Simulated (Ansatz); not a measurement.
# MgCd2S3: the cost of one run

Program: Ansatz 0.2.0. Level of theory: DFT r2SCAN, scalar-relativistic, plane waves, PAW. These are calculated values, not measurements.

1 further run of the same task is left out (set aside as unsound or not needed). Runs told in other sessions of the task aren't counted.

### Step 1. The starting structure

The structure is trigonal, space group P-3m1 (No. 164). The conventional cell has a = 3.827 Å, b = 3.827 Å, c = 9.381 Å, α = 90.00°, β = 90.00°, γ = 120.00°. Mg (site symmetry -3m) has 6 S at 2.65 Å in its first shell of neighbours. Cd (site symmetry 3m) has 6 S at 2.73 to 2.74 Å in its first shell of neighbours. S (site symmetry -3m) is surrounded by 6 Cd at 2.73 Å. S (site symmetry 3m) is surrounded by 3 Mg at 2.65 Å and 3 Cd at 2.74 Å.

As a file:

```
CELL_PARAMETERS angstrom
3.82656 0.00000 0.00000
-1.91328 3.31390 0.00000
0.00000 0.00000 9.38086
ATOMIC_POSITIONS crystal
Mg 0.00000 0.00000 0.00000
Cd 0.33333 0.66667 0.32882
Cd 0.66667 0.33333 0.67118
S 0.00000 0.00000 0.50000
S 0.66667 0.33333 0.15588
S 0.33333 0.66667 0.84412
```

The cell was relaxed beforehand at this level, from a database cell with other species swapped in; it needn't be the stable form of this composition. At a tolerance of 0.02 Å it has space group P-3m1 (No. 164); it has 19.83 Å³/atom, an uncorrected energy of -0.82 eV/atom over the elements and, on its mesh, gap 0.92 eV.

### Step 2. The same geometry with r2SCAN

Input file input.yaml:

```yaml
crystal:
  lattice:
    - [3.826559142, 0.0, 0.0]
    - [-1.913279571, 3.313897426, 0.0]
    - [0.0, 0.0, 9.3808635501]
  atoms:
    - { symbol: Mg, position: [0.0, 0.0, 0.0] }
    - { symbol: Cd, position: [0.3333333333, 0.6666666667, 0.3288206439] }
    - { symbol: Cd, position: [0.6666666667, 0.3333333333, 0.6711793561] }
    - { symbol: S, position: [0.0, 0.0, 0.5] }
    - { symbol: S, position: [0.6666666667, 0.3333333333, 0.1558803438] }
    - { symbol: S, position: [0.3333333333, 0.6666666667, 0.8441196562] }
basis:
  ecutwfc: 500
kpoints:
  mp_grid: { grid: [12, 12, 4] }
  band_path:
    path:
      - [[0.0, 0.0, 0.0], [0.5, 0.0, 0.0], [0.33333333, 0.33333333, 0.0], [0.0, 0.0, 0.0], [0.0, 0.0, 0.5], [0.5, 0.0, 0.5], [0.33333333, 0.33333333, 0.5], [0.0, 0.0, 0.5]]
      - [[0.5, 0.0, 0.5], [0.5, 0.0, 0.0]]
      - [[0.33333333, 0.33333333, 0.5], [0.33333333, 0.33333333, 0.0]]
    npoints: 14
hamiltonian:
  xc: r2scan
scf:
  occupations: { method: gaussian, width: 0.02 }
  n_extra_bands: 15
output:
  forces: true
  stress: true
  eigenvalues: true
  populations: true
  dos: { projected: true, de: 0.02, nscf_kmesh: { grid: [18, 18, 6] } }
  bader: true
  write_density: true
  write_potential: true
  elf: true
  volumetric_format: npy
```

Started as:

```console
> ansatz run input.yaml --threads 1 --pin off --max-ram 2560MiB --backend cpu --events-out ev --progress --plain --runs-dir out
```

**Question.** How long does this run take on 1 thread of Intel Xeon at 2.50GHz (Skylake/Cascade Lake), shared host, and how much memory does it need?

About 5.4 min, with a peak of 1.2 GiB.
